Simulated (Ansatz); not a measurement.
**C2H7NSSi: up Jacob's ladder to CCSD(T)**

How much do the methods differ for C2H7NSSi? The plan is to run it at one geometry with functionals of several rungs and with coupled cluster, and see how far each lands from CCSD(T) at the basis-set limit for the atomisation energy.

Program: Ansatz 0.2.0, Gaussian basis. Level of theory: functionals in def2-TZVPP, the program's frozen cores in correlated methods. These are calculated values, not measurements.

Plan: PBE-D4, r2SCAN-D4, PBE0-D4, B3LYP-D4, ωB97X-V, ωB97M-V, B2PLYP; CCSD(T)/def2-TZVPP; MP2/def2-QZVPP; extrapolation to the limit.

## (1) The relaxed structure

All runs share one geometry, relaxed beforehand with PBE0-D4/def2-TZVP.

SMILES `C[SiH]1NCS1`, 12 atoms, charge 0, spin multiplicity 1.

Atoms are counted from 1 here; the program's logs count them from 0.

Bond lengths: C1–Si2 1.855 Å, C1–H6 1.094 Å, C1–H7 1.095 Å, C1–H8 1.091 Å, Si2–N3 1.722 Å, Si2–S5 2.140 Å, Si2–H9 1.494 Å, N3–C4 1.453 Å, N3–H10 1.006 Å, C4–S5 1.849 Å, C4–H11 1.094 Å, C4–H12 1.094 Å. Angles: Si2–C1–H6 110.3°, Si2–C1–H7 110.3°, Si2–C1–H8 111.0°, H6–C1–H7 107.5°, H6–C1–H8 108.8°, H7–C1–H8 108.9°, C1–Si2–N3 117.4°, C1–Si2–S5 117.6°, C1–Si2–H9 107.4°, N3–Si2–S5 82.2°, N3–Si2–H9 115.8°, S5–Si2–H9 115.1°, Si2–N3–C4 100.7°, Si2–N3–H10 131.3°, C4–N3–H10 118.1°, N3–C4–S5 100.9°, N3–C4–H11 113.9°, N3–C4–H12 113.5° and more.

Coordinates:

```xyz
12
C2H7NSSi
C    -1.7480    0.0531    1.0202
Si    0.0271    0.3823    0.5935
N     0.8662   -0.8297   -0.2969
C     1.3128   -0.0604   -1.4456
S     0.4264    1.5376   -1.1630
H    -2.2224    0.9640    1.3966
H    -1.8156   -0.7035    1.8082
H    -2.3009   -0.2965    0.1468
H     0.7038    0.8627    1.8356
H     1.4353   -1.6022    0.0057
H     2.3911    0.1234   -1.4632
H     1.0011   -0.4860   -2.4039
```

## (2) PBE-D4 (GGA)

in.yaml reads:

```yaml
crystal:
  periodic: [false, false, false]
  atoms:
    - {symbol: C, position_ang: [-1.748013, 0.053100, 1.020155]}
    - {symbol: Si, position_ang: [0.027094, 0.382265, 0.593467]}
    - {symbol: N, position_ang: [0.866241, -0.829666, -0.296865]}
    - {symbol: C, position_ang: [1.312784, -0.060403, -1.445629]}
    - {symbol: S, position_ang: [0.426407, 1.537602, -1.163003]}
    - {symbol: H, position_ang: [-2.222400, 0.964031, 1.396625]}
    - {symbol: H, position_ang: [-1.815610, -0.703475, 1.808216]}
    - {symbol: H, position_ang: [-2.300896, -0.296485, 0.146767]}
    - {symbol: H, position_ang: [0.703751, 0.862694, 1.835593]}
    - {symbol: H, position_ang: [1.435313, -1.602169, 0.005684]}
    - {symbol: H, position_ang: [2.391051, 0.123429, -1.463213]}
    - {symbol: H, position_ang: [1.001079, -0.486023, -2.403898]}
basis:
  gaussian: {orbitals: def2-TZVPP}
hamiltonian: {xc: pbe, dispersion: d4}
output: {forces: true, orbitals: {seedname: orbitals}}
```

Command:

```sh
ansatz run in.yaml --threads 4 --pin off --events-out ev --progress --plain --max-ram 10444MiB
```

After this run come: r2SCAN-D4 (meta-GGA); PBE0-D4 (hybrid); B3LYP-D4 (hybrid); ωB97X-V (range-separated); ωB97M-V (range-separated); B2PLYP (double hybrid); CCSD(T) in def2-TZVPP; MP2 in def2-QZVPP.

Before running them: what should the planned runs give, taken together? Wanted: atomisation energy, CCSD(T)/CBS; farthest; mean size of error, hybrid; mean size of error, range-separated; gap, smallest and largest; T1 diagnostic; triples share of the correlation energy.

As calculated:

| quantity | value |
| --- | --- |
| atomisation energy, CCSD(T)/CBS | 1051.7 kcal/mol |
| functionals within 5.3 kcal/mol (0.5 %) | r2SCAN-D4, PBE0-D4, B3LYP-D4 |
| farthest | PBE-D4 (+20.2 kcal/mol) |
| mean size of error, hybrid | 2.8 kcal/mol |
| mean size of error, range-separated | 7.0 kcal/mol |
| gap, smallest and largest | 4.70 eV (PBE-D4), 11.19 eV (ωB97X-V) |
| T1 diagnostic | 0.0106 |
| triples share of the correlation energy | 4.2 % |

What this shows: PBE-D4 is off by +20.2 kcal/mol, about 1.7 kcal/mol a bond. Double hybrids carry the basis error of their MP2 part in triple zeta, and no dispersion term here, so their miss is partly the set-up's. The reference freezes the cores and leaves out relativity and excitations past (T), so misses under about 5.3 kcal/mol can't be ranked. Hartree-Fock recovers 72 % of the binding; the rest is correlation. The gap grows from 4.7 to 11.2 eV across the functionals, mostly with the share of exact exchange.
